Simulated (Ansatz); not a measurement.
Crystal: Ta3Cu.

```xyz
4
Lattice="-2.0065 2.0065 4.2082 2.0065 -2.0065 4.2082 2.0065 2.0065 -4.2082" Properties=species:S:1:pos:R:3 pbc="T T T"
Ta    0.0000    0.0000    4.2082
Ta    2.0065    0.0000    2.1041
Ta    0.0000    2.0065    2.1041
Cu    0.0000    0.0000    0.0000
```

The cell comes from a database or a generator and needn't be the stable form of this composition.

* Program: Ansatz 0.2.0
* Task: relaxation of cell and atoms
* Functional: PBEsol
* Potentials or basis: all-electron LAPW, scalar-relativistic
* Basis error allowed: 0.002 eV/atom
* k mesh: 9 × 9 × 9
* Occupations: fermi-dirac, width 0.05 eV
* Spin: no spin polarisation

At the start: volume 16.94 Å³/atom.

Q: How do energy, volume and symmetry change on relaxing?

A: Over 5 steps the energy falls by 11.8 meV/atom and the volume is 16.36 Å³/atom (-3.4 %); space group I4/mmm (No. 139, to 0.05 Å).

Step by step:
```tsv
step	energy change (eV)	largest force (eV/Å)	volume (Å³)
1	0.0000	0.0000	67.77
2	-0.0464	0.0000	65.71
3	-0.0470	0.0000	65.44
4	-0.0470	0.0000	65.45
5	-0.0470	0.0000	65.45
```

Final structure:
```xyz
4
Lattice="-1.9875 1.9875 4.1422 1.9875 -1.9875 4.1422 1.9875 1.9875 -4.1422" Properties=species:S:1:pos:R:3 pbc="T T T"
Ta    0.0000    0.0000    4.1422
Ta    1.9875    0.0000    2.0711
Ta    0.0000    1.9875    2.0711
Cu    0.0000    0.0000    0.0000
```
